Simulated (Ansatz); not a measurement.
# Li3H: the cost of one run

Program: Ansatz 0.2.0. Level of theory: DFT PBE, scalar-relativistic, plane waves, PAW. These are calculated values, not measurements.

## 1. The system as given

It takes space group Pm-3m (No. 221, cubic). The conventional cell has a = 3.461 Å, b = 3.461 Å, c = 3.461 Å, α = 90.00°, β = 90.00°, γ = 90.00°. Around Li (site symmetry 4/mmm) lie 8 Li at 2.45 Å and 4 H at 2.45 Å. H (site symmetry m-3m) has 12 Li at 2.45 Å as nearest neighbours.

Structure file:

```xyz
4
Lattice="3.4612 0.0000 0.0000 0.0000 3.4612 0.0000 0.0000 0.0000 3.4612" Properties=species:S:1:pos:R:3 pbc="T T T"
Li    0.0000    1.7306    1.7306
Li    1.7306    0.0000    1.7306
Li    1.7306    1.7306    0.0000
H     0.0000    0.0000    0.0000
```

This is candidate A: Cu3Au (L1_2) type (Pm-3m, No. 221).

(A quick probe on a coarse mesh, which set the mesh and smearing, is not shown.)

## 3. A loose first relaxation (candidate A)

input.yaml reads:

```yaml
crystal:
  lattice:
    - [3.4611568026, 0.0, 0.0]
    - [0.0, 3.4611568026, 0.0]
    - [0.0, 0.0, 3.4611568026]
  atoms:
    - { symbol: Li, position: [0.0, 0.5, 0.5] }
    - { symbol: Li, position: [0.5, 0.0, 0.5] }
    - { symbol: Li, position: [0.5, 0.5, 0.0] }
    - { symbol: H, position: [0.0, 0.0, 0.0] }
basis:
  ecutwfc: 420
kpoints:
  mp_grid: { grid: [6, 6, 6] }
hamiltonian:
  xc: pbe
scf:
  occupations: { method: gaussian, width: 0.1 }
  lower_state_search: "off"
output:
  forces: true
  stress: true
  eigenvalues: true
relax:
  adjacent_minimum: "off"
  f_tol: 0.04
  max_steps: 70
  cell: { stress_tol: 0.4 }
```

Run with:

```
> ansatz run input.yaml --threads 1 --pin off --max-ram 2560MiB --backend cpu --events-out ev --progress --plain --runs-dir out
```

Q: Estimate wall time and peak memory on 1 thread of Arm Neoverse V1, shared host.

About 3.5 s, with a peak of 0.28 GiB.
